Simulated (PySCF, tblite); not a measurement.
# C₃H₇FNSi radical: geometry, infrared bands and EPR parameters

Aim: predict the infrared bands and EPR parameters of C₃H₇FNSi radical (`F[C@@H]1C[N][SiH2]C1`).

The runs use tblite 0.8.0 and PySCF 2.14.0, with density-fitted response routines of our own; the level of theory stands in each step. All values are computed, except where a source is named. Atoms are numbered from 0 throughout.

**1. The starting structure**

13 atoms, charge 0, multiplicity 2; geometry from: force field or distance geometry start.

Bonds of the start (Å): F0–C1 1.38, C1–C2 1.45, C2–N3 1.42, N3–Si4 1.79, Si4–C5 1.88, C5–C1 1.48, C1–H6 1.12, C2–H7 1.12, C2–H8 1.12, Si4–H9 1.46, Si4–H10 1.45, C5–H11 1.10, C5–H12 1.13.

**2. Geometry optimisation with GFN2-xTB**

Job settings and geometry (Å):

```
{"job": {"kind": "relax", "xc": "GFN2-xTB", "basis": "xTB"}, "charge": 0, "multiplicity": 2}
F     -1.788900    -1.300000    -0.282300
C     -0.869600    -0.462900     0.327600
C     -1.036800     0.875500    -0.214300
N      0.148200     1.654800    -0.240200
Si     1.514300     0.500700    -0.146100
C      0.466800    -1.042900     0.055700
H     -1.136900    -0.468200     1.417900
H     -1.514000     0.843600    -1.222900
H     -1.767400     1.423300     0.438800
H      2.313000     0.470700    -1.368300
H      2.311500     0.765300     1.038400
H      0.536500    -1.701400    -0.817700
H      0.819100    -1.558000     0.995700
```

On the command line:

```bash
> OMP_NUM_THREADS=1 python probes_run.py task.json out
```

This one command runs all jobs of the session in turn.

**Question.** This job is followed by: GFN2-xTB harmonic vibrations, gas phase; UKS B3LYP, pcH-1 on C F H N Si, non-relativistic, mean-field spin-orbit, GIAO. What will the session give for the following? strongest single infrared mode (GFN2-xTB); zero-point energy (GFN2-xTB); g(iso) (B3LYP); ⟨S²⟩; largest a(iso); surface potential, 1st and 99th percentile.

The runs gave:

```
                                 quantity                  value
strongest single infrared mode (GFN2-xTB)  2233 cm⁻¹, 237 km/mol
             zero-point energy (GFN2-xTB)          58.4 kcal/mol
                           g(iso) (B3LYP)                2.00554
                                     ⟨S²⟩     0.754 (exact 0.75)
                           largest a(iso)    1H on H7, 221.6 MHz
    surface potential, 1st and 99th percentile     -1.55 V and 1.33 V
```

**Reading.** The optimisation took 53 steps and gained 0.488 eV; among the close pairs (by a distance rule), C1–C2 changed most, from 1.454 to 1.542 Å. No mode is imaginary among the 33: a minimum at this level. The strongest single mode, at 2233 cm⁻¹, moves mainly H10. Unscaled tight-binding wavenumbers are off by several per cent, some by more. Its intensities can rank the bands wrongly. N3 carries the largest spin population, 0.87 e. The isotropic g lies 3.2 ppt above the free-electron value.
